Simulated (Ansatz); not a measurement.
# HfC, space group P6_3/mmc: a phonon calculation by linear response

Run with Ansatz 0.2.0, Python API.

The script reads `POSCAR_hfc`:
```text
HfC
1.0
   3.34286605    0.00000000    0.00000000
  -1.67143303    2.89500692    0.00000000
   0.00000000    0.00000000    5.20271400
Hf C
2 2
Direct
   0.66666667    0.33333333    0.75000000
   0.33333333    0.66666667    0.25000000
   0.00000000    0.00000000    0.00000000
   0.00000000    0.00000000    0.50000000
```

The script, `dfpt_hfc.py`:
```python
# -*- coding: utf-8 -*-
'''Zone-centre and zone-boundary phonons of HfC by linear response.'''

from pathlib import Path

import ansatz as az
from ase.io import read
import numpy as np

OCCUPATIONS = 'cold'
WIDTH_EV = 0.1
ECUT = 550
XC = 'PBEsol'
KMESH = (10, 10, 6)


def main():
    atoms = read('POSCAR_hfc', format='vasp')
    crystal = az.Crystal.from_ase(atoms)

    calc = (
        crystal.calculation()
        .occupations(OCCUPATIONS, width=WIDTH_EV)
        .basis(ECUT)
        .functional(XC)
        .kpoints(*KMESH)
        .phonons('dfpt', points=[(0, 0, 0), (0, 0, 0.5)])
    )
    outcome = calc.run(threads=1, runs_dir='runs')
    ph = outcome.phonons

    for q in ph.qpoints:
        thz = np.asarray(q.omega_inv_cm) / 33.35641
        print('q = ({:.2f}, {:.2f}, {:.2f})'.format(*q.q_frac), np.round(thz, 2) + 0.0, 'THz')


if __name__ == '__main__':
    main()
```

```console
$ python dfpt_hfc.py
q = (0.00, 0.00, 0.00) [ 0.    0.    0.    4.32  4.32  6.28 10.5  13.06 13.06 17.21 18.25 18.25] THz
q = (0.00, 0.00, 0.50) [ 3.19  3.19  3.19  3.19  4.69  4.69 13.22 13.22 16.6  16.6  16.6  16.6 ] THz
```

Notes:
- The cell isn't relaxed first, so the values belong to this volume.
- For a metal this k-point mesh is coarse: on a finer one energies can move by several to tens of meV an atom and pressures by half a GPa or more, differences at one mesh by less.
- Spin-orbit coupling, which matters for elements this heavy, is left out.
- The structure comes from a database of computed cells and needn't be a stable or known phase.
- The structure is taken as given; imaginary modes can come from an unrelaxed or unstable start. Phonons of metals also depend on mesh and smearing.
- Wall time of the script: 5.3 min on 1 thread of Intel(R) Xeon(R) Processor @ 2.30GHz (shared host), peak memory 1.6 GiB.
